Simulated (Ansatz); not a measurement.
The system is LaPb2.

```
Pb La
1.0
    -2.06634    2.06634    5.63845
     2.06634   -2.06634    5.63845
     2.06634    2.06634   -5.63845
Pb La
2 1
Direct
  0.68639 0.68639 0.00000
  0.31361 0.31361 0.00000
  0.00000 0.00000 0.00000
```

The cell comes from a database or a generator and needn't be the stable form of this composition.

Base run:

| Property | Result |
| --- | --- |
| Program | Ansatz 0.2.0 |
| Functional | PBE |
| Potentials or basis | Ansatz PAW |
| Cutoff | 420 eV |
| Density cutoff | 1680 eV |
| k mesh | 9 × 9 × 9 |
| Occupations | fermi-dirac, width 0.05 eV |
| Spin | no spin polarisation |

Its results: band gap on the k mesh none (metal or under the smearing width); pressure 0.1 GPa; largest force 0.078 eV/Å.

**Question.** The run is repeated on the same cell with these changes: functional from PBE to PBEsol; occupations from fermi-dirac, width 0.05 eV to gaussian, width 0.05 eV. What comes out?

**Answer.** Band gap on the k mesh none (metal or under the smearing width); pressure -2.6 GPa; largest force 0.012 eV/Å.

Caveats: the PAW data sets come from PBE, with cores solved anew for the run's functional, which leaves a small shift of forces and pressure (some runs).

Not every run made on this cell is shown here.
